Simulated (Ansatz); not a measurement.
# Na2SrO2: the cost of one run

Program: Ansatz 0.2.0. Level of theory: DFT PBE, scalar-relativistic, plane waves, PAW, unless a step names another level. These are calculated values, not measurements.

2 further runs of the same task are left out: 1 that didn't finish, 1 set aside as unsound or not needed.

## 1. The structure to begin with

It takes space group P-3m1 (No. 164, trigonal). Conventional cell: a = 3.789 Å, b = 3.789 Å, c = 6.271 Å, α = 90.00°, β = 90.00°, γ = 120.00°. Na (site symmetry 3m) is surrounded by 4 O at 2.35 to 2.50 Å. Sr (site symmetry -3m) is surrounded by 6 O at 2.63 Å. Around O (site symmetry 3m) lie 4 Na at 2.35 to 2.50 Å and 3 Sr at 2.63 Å.

Structure file:

```
CELL_PARAMETERS angstrom
3.78924 0.00000 0.00000
-1.89462 3.28157 0.00000
0.00000 0.00000 6.27136
ATOMIC_POSITIONS crystal
Na 0.66667 0.33333 0.63028
Na 0.33333 0.66667 0.36972
Sr 0.00000 0.00000 0.00000
O 0.66667 0.33333 0.23137
O 0.33333 0.66667 0.76863
```

The cell was relaxed beforehand at this level, from a database cell with other species swapped in; it is a trial structure. At a tolerance of 0.02 Å it has space group P-3m1 (No. 164); it has 15.60 Å³/atom, an uncorrected energy of -1.79 eV/atom over the elements and, on its mesh, gap 2.63 eV.

## 2. Strained cells: the elastic tensor

Input file input.yaml:

```yaml
crystal:
  lattice:
    - [3.7890858433, 0.0, 0.0]
    - [-1.8945429217, 3.2814445974, 0.0]
    - [0.0, 0.0, 6.2698301075]
  atoms:
    - { symbol: Na, position: [0.6666666667, 0.3333333333, 0.6300687281] }
    - { symbol: Na, position: [0.3333333333, 0.6666666667, 0.3699312719] }
    - { symbol: Sr, position: [0.0, 0.0, 0.0] }
    - { symbol: O, position: [0.6666666667, 0.3333333333, 0.2315539927] }
    - { symbol: O, position: [0.3333333333, 0.6666666667, 0.7684460073] }
basis:
  ecutwfc: 420
kpoints:
  mp_grid: { grid: [6, 6, 4] }
hamiltonian:
  xc: pbe
scf:
  occupations: { method: fixed }
output:
  forces: true
  stress: true
  eigenvalues: true
elastic:
  mode: relaxed_ion
  stencil: two_point
```

Command:

```
$ ansatz run input.yaml --threads 1 --pin off --max-ram 2048MiB --backend cpu --events-out ev --progress --plain --runs-dir out
```

**Question.** How long does this run take on 1 thread of Arm Neoverse V2, shared host, and how much memory does it need?

About 97 s, with a peak of 0.39 GiB.
